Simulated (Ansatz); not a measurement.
# ClFH4Si2: a ladder of functionals and wavefunction methods

The task here is to estimate one member of a computed series from the others.

Program: Ansatz 0.2.0, Gaussian basis. Level of theory: functionals in def2-TZVPP, the program's frozen cores in correlated methods. These are calculated values, not measurements.

Levels to be run: PBE-D4, r2SCAN-D4, PBE0-D4, B3LYP-D4, ωB97X-V, ωB97M-V, B2PLYP; CCSD(T)/def2-TZVPP; CCSD(T)/def2-QZVPP; extrapolation to the limit.

### The geometry

The geometry comes from an earlier relaxation with PBE0-D4 in a triple-zeta def2 set; it is a stationary point, not always the lowest conformer.

SMILES `F[SiH2][SiH2]Cl`, 8 atoms, charge 0, spin multiplicity 1.

Atoms are counted from 1 here; the program's logs count them from 0.

Bond lengths: F1–Si2 1.606 Å, Si2–Si3 2.345 Å, Si2–H5 1.485 Å, Si2–H6 1.485 Å, Si3–Cl4 2.065 Å, Si3–H7 1.484 Å, Si3–H8 1.484 Å. Angles: F1–Si2–Si3 110.1°, F1–Si2–H5 108.3°, F1–Si2–H6 108.3°, Si3–Si2–H5 110.2°, Si3–Si2–H6 110.2°, H5–Si2–H6 109.7°, Si2–Si3–Cl4 104.9°, Si2–Si3–H7 112.9°, Si2–Si3–H8 112.9°, Cl4–Si3–H7 108.3°, Cl4–Si3–H8 108.3°, H7–Si3–H8 109.3°.

Set-up of the first run:

in.yaml reads:

```yaml
crystal:
  periodic: [false, false, false]
  atoms:
    - {symbol: F, position_ang: [-1.545986, 1.702161, 0.482756]}
    - {symbol: Si, position_ang: [-0.119484, 1.181333, -0.038921]}
    - {symbol: Si, position_ang: [-0.017891, -1.157341, 0.091426]}
    - {symbol: Cl, position_ang: [1.860796, -1.646157, -0.613493]}
    - {symbol: H, position_ang: [0.051821, 1.623846, -1.445744]}
    - {symbol: H, position_ang: [0.936511, 1.788613, 0.809883]}
    - {symbol: H, position_ang: [-1.025867, -1.828118, -0.766698]}
    - {symbol: H, position_ang: [-0.139909, -1.664356, 1.480780]}
basis:
  gaussian: {orbitals: def2-TZVPP}
hamiltonian: {xc: pbe, dispersion: d4}
output: {forces: true, orbitals: {seedname: orbitals}}
```

Launch:

```bash
$ ansatz run in.yaml --threads 2 --pin off --events-out ev --progress --plain --max-ram 32768MiB --backend cpu
```

Steps of the session up to this table: PBE-D4 (GGA); r2SCAN-D4 (meta-GGA); PBE0-D4 (hybrid); B3LYP-D4 (hybrid); ωB97X-V (range-separated); ωB97M-V (range-separated); B2PLYP (double hybrid); CCSD(T) in def2-TZVPP; CCSD(T) in def2-QZVPP.

One table of the session follows, with a row left open; its other results are not shown here.

| method | atomisation energy (eV) |
| --- | --- |
| PBE-D4 | 26.023 |
| r2SCAN-D4 | 26.207 |
| PBE0-D4 | 25.821 |
| B3LYP-D4 | 26.004 |
| ωB97X-V | 26.423 |
| ωB97M-V | 26.210 |
| B2PLYP | ? |
| HF/def2-TZVPP | 19.994 |
| MP2/def2-TZVPP | 25.787 |
| CCSD/def2-TZVPP | 25.200 |
| CCSD(T)/def2-TZVPP | 25.492 |
| MP2/CBS | 26.600 |
| CCSD(T)/CBS | 26.348 |

**Question.** Estimate the row for B2PLYP.

**Answer.** atomisation energy (eV): 25.762. In the column «atomisation energy (eV)» it lies between CCSD(T)/def2-TZVPP (25.492) and MP2/def2-TZVPP (25.787).

Limits of these values: Free atoms (1 F, 2 Si, 1 Cl, 4 H) were run apart at each level; the atomisation energy is their sum less the molecule, without zero-point or spin-orbit terms.
